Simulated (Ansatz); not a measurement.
# TePd: the cost of one run

Computed with Ansatz 0.2.0 (DFT LDA+U, PAW, plane waves, scalar-relativistic; U − J = 1 eV on Pd d, unless a step's input says otherwise).

## Step 1: The structure to begin with

Symmetry: P6_3/mmc, No. 194, hexagonal system. The conventional cell has a = 4.152 Å, b = 4.152 Å, c = 5.672 Å, α = 90.00°, β = 90.00°, γ = 120.00°. Pd (site symmetry -3m) is surrounded by 6 Te at 2.79 Å and 2 Pd at 2.84 Å. Around Te (site symmetry -6m2) lie 6 Pd at 2.79 Å.

Coordinates:

```cif
data_structure
_symmetry_space_group_name_H-M 'P6_3/mmc'
_symmetry_Int_Tables_number 194
_cell_length_a 4.1521
_cell_length_b 4.1521
_cell_length_c 5.6719
_cell_angle_alpha 90.000
_cell_angle_beta 90.000
_cell_angle_gamma 120.000
_cell_volume 84.68
loop_
_atom_site_label
_atom_site_type_symbol
_atom_site_symmetry_multiplicity
_atom_site_Wyckoff_symbol
_atom_site_fract_x
_atom_site_fract_y
_atom_site_fract_z
_atom_site_occupancy
Pd1 Pd 2 a 0.00000 0.00000 0.00000 1
Te1 Te 2 c 0.33333 0.66667 0.25000 1
```

In tables a label like Te4 counts atoms in the order of input.yaml; a structure file may count by element.

First come: parallel moments, plain SCF; opposed moments +-, plain SCF; no spin polarisation; spin on, no moments given (the program may seed its own), plain SCF. What is tried next depends on their ends.

A plain SCF has the search for lower states switched off and ends at the first converged state. Ends within 0.2 meV/atom and 0.1 μB count as one state.

The total moment includes the space between the atomic spheres.

## Step 2: Parallel moments, plain SCF

The input, input.yaml:

```yaml
crystal:
  lattice:
    - [4.15209823, 0.0, 0.0]
    - [-2.07604912, 3.59582255, 0.0]
    - [0.0, 0.0, 5.6719]
  atoms:
    - { symbol: Pd, position: [0.0, 0.0, 0.0], spin: 1.0 }
    - { symbol: Pd, position: [0.0, 0.0, 0.5], spin: 1.0 }
    - { symbol: Te, position: [0.33333333, 0.66666667, 0.25] }
    - { symbol: Te, position: [0.66666667, 0.33333333, 0.75] }
magnetization:
  spin_polarized: true
hamiltonian:
  xc: lda
  pseudopotentials: { kind: paw }
  hubbard: { sites: [{ species: Pd, l: d, u_eff: 1.0 }] }
basis:
  ecutwfc: 420
kpoints:
  mp_grid: { grid: [6, 6, 4] }
scf:
  occupations: { method: gaussian, width: 0.03 }
  lower_state_search: "off"
output:
  forces: true
  stress: true
```

What time and memory should one allow on 2 threads of an Arm CPU, shared host?

About 6.6 s, with a peak of 0.46 GiB.
